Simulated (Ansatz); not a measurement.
Crystal: In3Se.

```
CELL_PARAMETERS angstrom
4.80376 0.00000 0.00000
0.00000 4.80376 0.00000
0.00000 0.00000 4.80376
ATOMIC_POSITIONS crystal
In 0.50000 0.50000 0.00000
In 0.50000 0.00000 0.50000
In 0.00000 0.50000 0.50000
Se 0.00000 0.00000 0.00000
```

The cell comes from a database or a generator and needn't be the stable form of this composition.

```yaml
Program: Ansatz 0.2.0
Task: relaxation of cell and atoms
Functional: PBEsol
Dispersion: D4
Potentials_or_basis: Ansatz PAW
Cutoff: "420 eV (not typed: the program's choice for these potentials)"
k_mesh: 6 × 6 × 6
Occupations: fermi-dirac, width 0.05 eV
Spin: no spin polarisation
```

At the start: volume 27.71 Å³/atom.

Q: How do energy, volume and symmetry change on relaxing?

A: It ends after 5 steps and the volume is 24.73 Å³/atom (-10.8 %); space group Pm-3m (No. 221, to 0.05 Å).

The path:
```
step  energy change (eV)  largest force (eV/Å)  volume (Å³)
   1              0.0000                0.0000       110.85
   2             -0.1733                0.0000        99.54
   3             -0.1740                0.0000        98.75
   4             -0.1740                0.0000        98.92
   5             -0.1719                0.0000        98.92
```

Final structure:
```xyz
4
Lattice="4.6248 0.0000 0.0000 0.0000 4.6248 0.0000 0.0000 0.0000 4.6248" Properties=species:S:1:pos:R:3 pbc="T T T"
In    2.3124    2.3124    0.0000
In    2.3124    0.0000    2.3124
In    0.0000    2.3124    2.3124
Se    0.0000    0.0000    0.0000
```

Caveat: the plane-wave basis is chosen anew once the cell has moved, so the energies of steps on either side of that aren't comparable; pairwise dispersion overbinds metals, which lowers pressure and volume; the PAW data sets come from PBE, with cores solved anew for the run's functional, which leaves a small shift of forces and pressure.
